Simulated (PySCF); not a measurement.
# F2GeH4P2 (GeH3PHPF2): the cost of one run

The runs use PySCF 2.14.0, with density-fitted response routines of our own; the level of theory stands in each step. All values are computed, except where a source is named. Atoms count from 0, in the outputs and in this text.

## (1) The starting structure

9 atoms, charge 0, multiplicity 1; geometry from: GFN2-xTB. The atoms were then displaced at random by about 0.01 Å, so the start is not that level's minimum.

Bonds of the start (Å): F0–P1 1.64, P1–F2 1.62, P1–P3 2.18, P3–Ge4 2.35, P3–H5 1.41, Ge4–H6 1.49, Ge4–H7 1.48, Ge4–H8 1.53.

## (2) Geometry optimisation at PBE0-D3(BJ)/def2-TZVP

The job: settings as JSON, then the geometry in Å.

```
{"job": {"xc": "PBE0", "basis": "def2-TZVP", "d3": "d3bj", "grid": 2, "shake": 0.01, "kind": "geom"}, "charge": 0, "multiplicity": 1}
F      2.902270     0.424650     1.327760
P      1.397690    -0.215360     1.262190
F      1.863580    -1.505800     0.409810
P      0.654160     0.948450    -0.420850
Ge    -1.380320    -0.206990    -0.257320
H      0.194990     1.946560     0.466610
H     -2.406280     0.474480    -1.088410
H     -1.236090    -1.594460    -0.762310
H     -1.932180    -0.288690     1.164980
```

Run with:

```sh
> OMP_NUM_THREADS=1 python probes_run.py task.json out
```

This one command runs all jobs of the session in turn.

**Question.** How long does this first job take on 1 thread of Arm Neoverse V1, shared host, and how much memory does it need?

About 3.4 min, with a peak of 0.89 GiB.
